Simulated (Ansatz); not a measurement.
# Ba2F3: the cost of one run

Computed with Ansatz 0.2.0 (DFT PBE, scalar-relativistic, plane waves, PAW, unless a step's input says otherwise).

2 further runs of the same task are left out: 2 set aside as unsound or not needed.

## Step 1: The system as given

It takes space group R-3c (No. 167, trigonal). The conventional cell has a = 6.517 Å, b = 6.517 Å, c = 17.794 Å, α = 90.00°, β = 90.00°, γ = 120.00°. Ba (site symmetry 3) is surrounded by 6 F at 2.54 to 2.70 Å. Around F (site symmetry 2) lie 4 Ba at 2.54 to 2.70 Å.

Coordinates:

```cif
data_structure
_symmetry_space_group_name_H-M 'P 1'
_symmetry_Int_Tables_number 1
_cell_length_a 7.0241
_cell_length_b 7.0241
_cell_length_c 7.0241
_cell_angle_alpha 55.281
_cell_angle_beta 55.281
_cell_angle_gamma 55.281
_cell_volume 218.18
loop_
_atom_site_label
_atom_site_type_symbol
_atom_site_fract_x
_atom_site_fract_y
_atom_site_fract_z
_atom_site_occupancy
Ba1 Ba 0.85218 0.85218 0.85218 1
Ba2 Ba 0.64782 0.64782 0.64782 1
Ba3 Ba 0.14782 0.14782 0.14782 1
Ba4 Ba 0.35218 0.35218 0.35218 1
F1 F 0.05625 0.44375 0.75000 1
F2 F 0.75000 0.05625 0.44375 1
F3 F 0.44375 0.75000 0.05625 1
F4 F 0.94375 0.55625 0.25000 1
F5 F 0.25000 0.94375 0.55625 1
F6 F 0.55625 0.25000 0.94375 1
```

This is candidate A: corundum type (R-3c, No. 167).

(A quick probe on a coarse mesh, which set the mesh and smearing, is not shown.)

## Step 3: Coarse relaxation (candidate A)

Contents of input.yaml:

```yaml
crystal:
  lattice:
    - [3.2586475241, 1.8813810252, 5.9312278468]
    - [-3.2586475241, 1.8813810252, 5.9312278468]
    - [0.0, -3.7627620505, 5.9312278468]
  atoms:
    - { symbol: Ba, position: [0.85218, 0.85218, 0.85218] }
    - { symbol: Ba, position: [0.64782, 0.64782, 0.64782] }
    - { symbol: Ba, position: [0.14782, 0.14782, 0.14782] }
    - { symbol: Ba, position: [0.35218, 0.35218, 0.35218] }
    - { symbol: F, position: [0.05625, 0.44375, 0.75] }
    - { symbol: F, position: [0.75, 0.05625, 0.44375] }
    - { symbol: F, position: [0.44375, 0.75, 0.05625] }
    - { symbol: F, position: [0.94375, 0.55625, 0.25] }
    - { symbol: F, position: [0.25, 0.94375, 0.55625] }
    - { symbol: F, position: [0.55625, 0.25, 0.94375] }
basis:
  ecutwfc: 420
kpoints:
  mp_grid: { grid: [3, 3, 3] }
hamiltonian:
  xc: pbe
scf:
  occupations: { method: gaussian, width: 0.1 }
  lower_state_search: "off"
output:
  forces: true
  stress: true
  eigenvalues: true
relax:
  adjacent_minimum: "off"
  f_tol: 0.04
  max_steps: 70
  cell: { stress_tol: 0.4 }
```

On the command line:

```bash
$ ansatz run input.yaml --threads 1 --pin off --max-ram 2560MiB --backend cpu --events-out ev --progress --plain --runs-dir out
```

What time and memory should one allow on 1 thread of Arm Neoverse V2, shared host?

About 56 s, with a peak of 0.47 GiB.
